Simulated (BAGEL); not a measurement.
# SiCNCl2F (SMILES N#C[Si](F)(Cl)Cl): B3LYP/6-31G(d) (density fitting with cc-pvqz-jkfit, spherical functions)

What is the energy change on altering one bond length of SiCNCl2F at B3LYP/6-31G* (density fitting with cc-pvqz-jkfit, spherical functions)? 

The calculation is run with BAGEL 1.2.2.

5 further runs of the same task are left out: 5 that didn't finish.

### 1 Starting point

The species is SiCNCl2F (6 atoms), meant as a singlet with charge 0. As SMILES, `N#C[Si](F)(Cl)Cl`. The coordinates come from a PBE0-D4/def2-TZVP relaxation.

Bond lengths: N1–C2 1.151 Å, C2–Si3 1.830 Å, Si3–F4 1.572 Å, Si3–Cl5 2.006 Å, Si3–Cl6 2.006 Å. Angles: N1–C2–Si3 179.1°, C2–Si3–F4 107.4°, C2–Si3–Cl5 109.0°, C2–Si3–Cl6 109.0°, F4–Si3–Cl5 109.6°, F4–Si3–Cl6 109.6°, Cl5–Si3–Cl6 112.0°.

### 2 The energy at B3LYP/6-31G(d) (density fitting with cc-pvqz-jkfit, spherical functions)

The input, calc.json:

```json
{ "bagel": [

{
  "title": "molecule",
  "basis": "6-31gs.json",
  "df_basis": "cc-pvqz-jkfit",
  "angstrom": true,
  "geometry": [
    { "atom": "N", "xyz": [       1.752600,      -1.361000,       1.114200 ] },
    { "atom": "C", "xyz": [       0.923100,      -0.763300,       0.585900 ] },
    { "atom": "Si", "xyz": [      -0.381900,       0.210300,      -0.249400 ] },
    { "atom": "F", "xyz": [      -1.471500,      -0.801900,      -0.758800 ] },
    { "atom": "Cl", "xyz": [       0.422900,       1.177100,      -1.812500 ] },
    { "atom": "Cl", "xyz": [      -1.203100,       1.474700,       1.074300 ] }
  ]
},

{
  "title": "ks",
  "xc_func": "b3lyp"
},

{
  "title": "print",
  "file": "orbitals.molden",
  "orbitals": true
}

]}
```

The basis set 6-31G* is read from a file made from the Basis Set Exchange's data (not shown).

Command:

```
$ BAGEL_NUM_THREADS=1 BAGEL calc.json > calc.out
```

The program printed:

```text
* using 1 threads per process

  ===============================================================
  ===============================================================

  *** Geometry ***

  { "atom" : "N", "xyz" : [      3.311934,     -2.571917,      2.105533 ] },
  { "atom" : "C", "xyz" : [      1.744406,     -1.442428,      1.107191 ] },
  { "atom" : "Si", "xyz" : [     -0.721686,      0.397409,     -0.471298 ] },
  { "atom" : "F", "xyz" : [     -2.780732,     -1.515371,     -1.433924 ] },
  { "atom" : "Cl", "xyz" : [      0.799165,      2.224397,     -3.425129 ] },
  { "atom" : "Cl", "xyz" : [     -2.273530,      2.786779,      2.030133 ] },

  Number of auxiliary basis functions:      762

  Since a DF basis is specified, we compute 2- and 3-index integrals:
    o Being stored without compression. Storage requirement is 0.056 GB

  Number of basis functions:       96
  Number of electrons      :       70

    * METHOD: MOLECULE                             0.92

  *** Kohn-Sham DFT ***

    * Removing 11394 points whose weight is below 1.00e-10
    * Grid points: 78042

  === Nuclear Repulsion ===
   414.6372201205

       - DIIS with orbital gradients will be used.

  === KS iteration (b3lyp / 6-31gs.json) ===
      0      -1351.98755774          0.11698711           0.71
      1      -1107.90591530          0.15543188           0.73
      2      -1255.26263588          0.12973446           0.73
      3      -1379.92148155          0.06783861           0.60
      4      -1361.19745822          0.14118562           0.59
      5      -1383.33547300          0.09635705           0.69
      6      -1388.45727816          0.09977690           0.58
      7      -1324.35360707          0.14649064           0.59
      8      -1394.19684125          0.07147103           0.62
      9      -1371.99808343          0.08794736           0.58
     10      -1402.34447636          0.02216011           0.61
     11      -1401.37353038          0.03917065           0.61
     12      -1402.32198567          0.02185756           0.64
     13      -1402.49668650          0.01660689           0.58
     14      -1402.65073734          0.01025129           0.63
     15      -1402.69667286          0.00656255           0.59
     16      -1402.71895537          0.00145193           0.55
     17      -1402.72048200          0.00047658           0.60
     18      -1402.72064475          0.00004280           0.60
     19      -1402.72064582          0.00001842           0.72
     20      -1402.72064612          0.00000593           0.62
     21      -1402.72064617          0.00000154           0.64
     22      -1402.72064617          0.00000094           0.56
     23      -1402.72064617          0.00000022           0.75
     24      -1402.72064617          0.00000005           0.75
     25      -1402.72064617          0.00000002           0.64
     26      -1402.72064617          0.00000001           0.65
    * SCF iteration converged.

    * Permanent dipole moment:
           (    0.460715,    -0.499992,     0.310517) a.u.

    * METHOD: KS                                  17.67

    * METHOD: PRINT                                0.02

  ===============================================================
```

Wall time 19 s (1 thread of Intel Xeon Platinum 8488C (Sapphire Rapids), shared host); peak memory 0.43 GiB.

### 3 The distorted shape, same level

The input, dft.json:

```json
{ "bagel" : [

{
  "title" : "molecule",
  "basis" : "6-31gs.json",
  "df_basis" : "cc-pvqz-jkfit",
  "angstrom" : true,
  "geometry" : [
    { "atom" : "N", "xyz" : [       1.108776,      -2.134420,       2.364648 ] },
    { "atom" : "C", "xyz" : [       0.279276,      -1.536720,       1.836348 ] },
    { "atom" : "Si", "xyz" : [      -1.025724,      -0.563120,       1.001048 ] },
    { "atom" : "F", "xyz" : [      -2.115324,      -1.575320,       0.491648 ] },
    { "atom" : "Cl", "xyz" : [       0.422900,       1.177100,      -1.812500 ] },
    { "atom" : "Cl", "xyz" : [      -1.846924,       0.701280,       2.324748 ] }
  ]
},

{
  "title" : "ks",
  "xc_func" : "b3lyp"
},

{
  "title" : "print",
  "file" : "orbitals.molden",
  "orbitals" : true
}

]}
```

The basis set 6-31G* is read from a file made from the Basis Set Exchange's data (not shown).

Command:

```
$ BAGEL_NUM_THREADS=1 BAGEL dft.json > dft.out
```

The program printed:

```text
* using 1 threads per process

  ===============================================================
  ===============================================================

  *** Geometry ***

  { "atom" : "N", "xyz" : [      2.095283,     -4.033469,      4.468537 ] },
  { "atom" : "C", "xyz" : [      0.527755,     -2.903980,      3.470195 ] },
  { "atom" : "Si", "xyz" : [     -1.938337,     -1.064143,      1.891707 ] },
  { "atom" : "F", "xyz" : [     -3.997383,     -2.976923,      0.929080 ] },
  { "atom" : "Cl", "xyz" : [      0.799165,      2.224397,     -3.425129 ] },
  { "atom" : "Cl", "xyz" : [     -3.490181,      1.325227,      4.393137 ] },

  Number of auxiliary basis functions:      762

  Since a DF basis is specified, we compute 2- and 3-index integrals:
    o Being stored without compression. Storage requirement is 0.056 GB

  Number of basis functions:       96
  Number of electrons      :       70

    * METHOD: MOLECULE                             1.15

  *** Kohn-Sham DFT ***

    * Removing 10011 points whose weight is below 1.00e-10
    * Grid points: 79425

  === Nuclear Repulsion ===
   354.7787169820

       - DIIS with orbital gradients will be used.

  === KS iteration (b3lyp / 6-31gs.json) ===
      0      -1335.80620056          0.11951289           0.85
      1      -1152.64141140          0.16820501           0.59
      2      -1121.73561294          0.14380544           0.59
      3      -1277.36703479          0.12634852           0.56
      4      -1367.69979358          0.10499140           0.58
      5      -1397.59449587          0.05772021           0.78
      6      -1399.62239515          0.05428577           0.56
      7      -1390.81295083          0.09205897           0.64
      8      -1401.76876939          0.03378857           0.59
      9      -1402.01026719          0.02113440           0.58
     10      -1402.40307908          0.00718960           0.57
     11      -1402.51523052          0.00582241           0.59
     12      -1402.50301353          0.00583690           0.61
     13      -1402.52555005          0.00479224           0.58
     14      -1402.53742833          0.00418956           0.59
     15      -1402.56083020          0.00190459           0.56
     16      -1402.56744902          0.00083064           0.56
     17      -1402.56768598          0.00057582           0.69
     18      -1402.56791603          0.00008179           0.68
     19      -1402.56792312          0.00005401           0.89
     20      -1402.56792657          0.00002877           0.58
     21      -1402.56792376          0.00004894           0.58
     22      -1402.56792687          0.00001793           0.77
     23      -1402.56792752          0.00000797           0.86
     24      -1402.56792760          0.00000348           0.83
     25      -1402.56792763          0.00000137           0.60
     26      -1402.56792765          0.00000136           0.57
     27      -1402.56792765          0.00000140           0.60
     28      -1402.56792764          0.00000219           0.61
     29      -1402.56792765          0.00000073           0.60
     30      -1402.56792765          0.00000033           0.67
     31      -1402.56792765          0.00000011           0.73
     32      -1402.56792765          0.00000006           0.86
     33      -1402.56792765          0.00000005           0.76
     34      -1402.56792765          0.00000012           0.78
     35      -1402.56792765          0.00000005           0.70
     36      -1402.56792765          0.00000003           0.81
     37      -1402.56792765          0.00000001           0.60
     38      -1402.56792765          0.00000001           0.62
    * SCF iteration converged.

    * Permanent dipole moment:
           (    1.154417,     0.417621,    -1.354262) a.u.

    * METHOD: KS                                  26.28

    * METHOD: PRINT                                0.02

  ===============================================================
```

Run time: 28 s. Hardware: 1 thread of Intel Xeon Platinum 8488C (Sapphire Rapids), shared host; peak memory 0.44 GiB.

### 4 Outcome

At B3LYP/6-31G* (density fitting with cc-pvqz-jkfit, spherical functions):

| quantity | value |
| --- | --- |
| first shape: total energy | -1402.72065 Eh |
| first shape: dipole moment | 1.90 D |
| first shape: HOMO energy | -9.80 eV |
| first shape: LUMO energy | -1.43 eV |
| first shape: HOMO–LUMO gap | 8.37 eV |
| distorted shape: total energy | -1402.56793 Eh |
| distorted shape: dipole moment | 4.65 D |
| distorted shape: HOMO energy | -7.73 eV |
| distorted shape: LUMO energy | -5.96 eV |
| distorted shape: HOMO–LUMO gap | 1.77 eV |
| energy change with the Si3–Cl5 bond stretched from 2.006 to 3.611 Å | 4.156 eV |

One bond (distorted shape) is far stretched, which a spin-restricted single reference describes badly; a broken-symmetry solution may lie lower. With the Si3–Cl5 bond stretched from 2.006 to 3.611 Å the energy rises by 4.16 eV (96 kcal/mol). The first shape isn't relaxed at this level, so the change isn't measured from a minimum. A restricted reference can't describe the breaking bond well at this length.
